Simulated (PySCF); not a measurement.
# doublet [C3F6]+: levels of theory compared

We compute a comparison of 6 runs (U-r2SCAN/def2-SVP, UCAM-B3LYP/def2-SVP, UM06-2X/def2-SVP, UM06-L/def2-SVP, UPBE0/def2-SVP, UTPSS/def2-SVP) of doublet [C3F6]+. The job is set up through a Python script.

The results are computed with PySCF 2.14.0.

1 further run of the same task is left out (set aside as unsound or not needed). Runs told in other sessions of the task aren't counted.

## (1) The structure to begin with

The species is [C3F6]+ (9 atoms), meant as a doublet with charge +1. As SMILES of the parent species, `FC(F)=C(F)C(F)(F)F`. The coordinates come from a PBE0-D4/def2-TZVP relaxation. That shape belongs to the parent species and isn't relaxed for this state.

Bond lengths: F1–C2 1.301 Å, C2–F3 1.303 Å, C2–C4 1.326 Å, C4–F5 1.331 Å, C4–C6 1.496 Å, C6–F7 1.336 Å, C6–F8 1.336 Å, C6–F9 1.328 Å. Some angles: F1–C2–F3 112.0°, F1–C2–C4 125.6°, F3–C2–C4 122.4°, C2–C4–F5 119.2°, C2–C4–C6 127.4°, F5–C4–C6 113.4°, C4–C6–F7 110.5°, C4–C6–F8 110.5°, C4–C6–F9 111.9°, F7–C6–F8 107.1°.

## (2) The energy at U-r2SCAN/def2-SVP (run 1)

run.py reads:

```python
from pyscf import gto, dft

mol = gto.M(
    atom='''
F      2.023520    -0.271130     0.593250
C      1.311770    -0.079850    -0.478440
F      2.048190    -0.035240    -1.552840
C     -0.006940     0.057990    -0.514960
F     -0.607110     0.248910    -1.687470
C     -0.955770     0.025720     0.641250
F     -1.850240    -0.954150     0.485310
F     -1.637730     1.171760     0.718770
F     -0.325700    -0.164010     1.795120
''',
    spin=1,
    charge=1,
    basis='def2-svp',
    verbose=3,
    max_memory=1860,
)

calc0 = dft.UKS(mol)
calc0.xc = 'r2scan'
calc0.grids.level = 5
calc0.conv_tol = 1e-10
calc0.kernel()
if not calc0.converged:
    calc0 = calc0.newton().run(calc0.mo_coeff, calc0.mo_occ)

e_tot = calc0.e_tot
print('E = %.10f Eh' % e_tot)
```

Run with:

```
OMP_NUM_THREADS=1 python run.py
```

The log of the run:

```text
<dir> SyntaxWarning: invalid escape sequence '\W'
  S = {(paw_set(r)[0], bool(re.search(r"spin_orbit\W+true|paw_fr", str((r.get("files") or {}).get("input") or "")) or re.search("(?i)spin.orbit\W+(value\W+)?(true|yes)|value\W+spin-orbit", json.dumps(r.get("inputs"), default=str)))) for r in records}

WARN: HOMO -0.260924794084342 >= LUMO -0.260924794084341

WARN: HOMO -0.507764583810791 >= LUMO -0.506900579697022

converged SCF energy = -712.084870996714  <S^2> = 0.75334933  2S+1 = 2.0033465
E = -712.0848709967 Eh
```

Wall time 4.5 min (1 thread of Arm Neoverse V1, shared host); peak memory 0.8 GiB.

## (3) A single-point energy at UCAM-B3LYP/def2-SVP (run 2)

calc.py reads:

```python
from pyscf import gto, dft

mol = gto.M(
    atom=[
    ('F', (2.023520, -0.271130, 0.593250)),
    ('C', (1.311770, -0.079850, -0.478440)),
    ('F', (2.048190, -0.035240, -1.552840)),
    ('C', (-0.006940, 0.057990, -0.514960)),
    ('F', (-0.607110, 0.248910, -1.687470)),
    ('C', (-0.955770, 0.025720, 0.641250)),
    ('F', (-1.850240, -0.954150, 0.485310)),
    ('F', (-1.637730, 1.171760, 0.718770)),
    ('F', (-0.325700, -0.164010, 1.795120)),
],
    charge=1,
    spin=1,
    max_memory=1860,
    basis='def2-svp',
    verbose=4,
)

ks = dft.UKS(mol, xc='cam-b3lyp')
ks.grids.level = 5
ks.conv_tol = 1e-10
ks.kernel()
if not ks.converged:
    ks = ks.newton().run(ks.mo_coeff, ks.mo_occ)

energy = ks.e_tot
print(f'total energy: {energy:.8f} hartree')
```

Run with:

```
OMP_NUM_THREADS=1 python calc.py
```

The log of the run:

```text
<dir> SyntaxWarning: invalid escape sequence '\W'
  S = {(paw_set(r)[0], bool(re.search(r"spin_orbit\W+true|paw_fr", str((r.get("files") or {}).get("input") or "")) or re.search("(?i)spin.orbit\W+(value\W+)?(true|yes)|value\W+spin-orbit", json.dumps(r.get("inputs"), default=str)))) for r in records}

PySCF version 2.14.0

[... 115 lines left out ...]
converged SCF energy = -712.19677711583  <S^2> = 0.75189854  2S+1 = 2.0018976
total energy: -712.19677712 hartree
```

It took 2.5 min on 1 thread of Arm Neoverse V1, shared host; peak memory 0.78 GiB.

Run 3 isn't shown in full; the table further down has it.

## (4) The energy at UM06-L/def2-SVP (run 4)

geometry.xyz reads:

```xyz
9

F      2.023520    -0.271130     0.593250
C      1.311770    -0.079850    -0.478440
F      2.048190    -0.035240    -1.552840
C     -0.006940     0.057990    -0.514960
F     -0.607110     0.248910    -1.687470
C     -0.955770     0.025720     0.641250
F     -1.850240    -0.954150     0.485310
F     -1.637730     1.171760     0.718770
F     -0.325700    -0.164010     1.795120
```

run.py reads:

```python
from pyscf import gto, dft

system = gto.M(
    atom='geometry.xyz',
    max_memory=1860,
    verbose=3,
    charge=1,
    basis='def2-svp',
    spin=1,
)

mf = dft.UKS(system)
mf.xc = 'm06-l'
mf.grids.level = 5
mf.conv_tol = 1e-10
mf.kernel()
if not mf.converged:
    mf = mf.newton().run(mf.mo_coeff, mf.mo_occ)

e_final = mf.e_tot
print('Final energy', e_final)
```

Run with:

```
OMP_NUM_THREADS=1 python run.py
```

The log of the run:

```text
<dir> SyntaxWarning: invalid escape sequence '\W'
  S = {(paw_set(r)[0], bool(re.search(r"spin_orbit\W+true|paw_fr", str((r.get("files") or {}).get("input") or "")) or re.search("(?i)spin.orbit\W+(value\W+)?(true|yes)|value\W+spin-orbit", json.dumps(r.get("inputs"), default=str)))) for r in records}

WARN: HOMO -0.264762687260028 >= LUMO -0.264762687260029

WARN: HOMO -0.512901897298615 >= LUMO -0.512162918289083

converged SCF energy = -712.302164682327  <S^2> = 0.75202357  2S+1 = 2.0020225
Final energy -712.3021646823265
```

Run time: 4.8 min. Hardware: 1 thread of Arm Neoverse V1, shared host; peak memory 0.8 GiB.

Run 5 isn't shown in full; the table further down has it.

## (5) The energy at UTPSS/def2-SVP (run 6)

input.py reads:

```python
from pyscf import gto, dft

mol = gto.M(
    atom='''
F    2.023520  -0.271130   0.593250
C    1.311770  -0.079850  -0.478440
F    2.048190  -0.035240  -1.552840
C   -0.006940   0.057990  -0.514960
F   -0.607110   0.248910  -1.687470
C   -0.955770   0.025720   0.641250
F   -1.850240  -0.954150   0.485310
F   -1.637730   1.171760   0.718770
F   -0.325700  -0.164010   1.795120
''',
    basis='def2-svp',
    spin=1,
    max_memory=1860,
    charge=1,
    verbose=4,
)

calc0 = dft.UKS(mol, xc='tpss')
calc0.conv_tol = 1e-10
calc0.grids.level = 5
calc0.kernel()
if not calc0.converged:
    calc0 = calc0.newton().run(calc0.mo_coeff, calc0.mo_occ)

e_tot = calc0.e_tot
print('Final energy', e_tot)
```

Run with:

```
OMP_NUM_THREADS=1 python input.py
```

The log of the run:

```text
<dir> SyntaxWarning: invalid escape sequence '\W'
  S = {(paw_set(r)[0], bool(re.search(r"spin_orbit\W+true|paw_fr", str((r.get("files") or {}).get("input") or "")) or re.search("(?i)spin.orbit\W+(value\W+)?(true|yes)|value\W+spin-orbit", json.dumps(r.get("inputs"), default=str)))) for r in records}

PySCF version 2.14.0

[... 59 lines left out ...]
WARN: HOMO -0.257119507169965 >= LUMO -0.257119507169964
[... 5 lines left out ...]
WARN: HOMO -0.480098343419237 >= LUMO -0.479111623693682
[... 54 lines left out ...]
converged SCF energy = -712.459526353585  <S^2> = 0.75192103  2S+1 = 2.0019201
Final energy -712.459526353585
```

Run time: 4.6 min. Hardware: 1 thread of Arm Neoverse V1, shared host; peak memory 0.8 GiB.

## (6) Overview of the runs

```tsv
run	level	energy (Eh)	HOMO energy (eV)	LUMO energy (eV)	⟨S²⟩	wall time
1	U-r2SCAN/def2-SVP	-712.084871	-15.60	-14.01	0.753	4.5 min
2	UCAM-B3LYP/def2-SVP	-712.196777	-18.22	-12.17	0.752	2.5 min
3	UM06-2X/def2-SVP	-712.136958	-18.37	-12.50	0.753	4.6 min
4	UM06-L/def2-SVP	-712.302165	-15.50	-14.23	0.752	4.8 min
5	UPBE0/def2-SVP	-711.698659	-16.88	-13.36	0.752	2.2 min
6	UTPSS/def2-SVP	-712.459526	-15.09	-13.92	0.752	4.6 min
```

## (7) Outcome

| quantity | value |
| --- | --- |
| run 6: total energy | -712.45953 Eh |
| run 6: HOMO energy (highest over α and β) | -15.09 eV |
| run 6: LUMO energy (lowest over α and β) | -13.92 eV |
| run 6: ⟨S²⟩ | 0.752 |

**Reading.** Totals of different functionals can't be ranked against each other. All runs together took 23 min, the longest 4.8 min.
